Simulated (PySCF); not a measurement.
# Br2ClISi: the cost of one run

Programs: PySCF 2.14.0, with routines of our own; each step states its level. All values are computed. Atoms count from 0.

### Step 1. The system as given

5 atoms, charge 0, multiplicity 1; geometry from: GFN2-xTB.

### Step 2. Relaxing the molecule at PBE0-D3(BJ)/def2-SVP

Job settings and geometry (Å):

```
{"job": {"xc": "PBE0", "basis": "def2-SVP", "d3": "d3bj", "grid": 1, "maxiter": 30, "shake": 0.01, "kind": "geom"}, "charge": 0, "multiplicity": 1}
Cl    -0.353340    -0.557660     2.010190
Si    -0.059320    -0.018130     0.093180
Br    -0.404960     2.141150    -0.238250
Br    -1.387460    -1.072730    -1.276720
I      2.238640    -0.526610    -0.626290
```

Command:

```
> OMP_NUM_THREADS=1 python heavy_run.py task.json out
```

One launch serves the whole session: the jobs run in the order shown.

Q: Estimate the wall time and peak memory of this first job on 1 thread of Intel Xeon 6975P-C, shared host.

About 47 s, with a peak of 0.63 GiB.
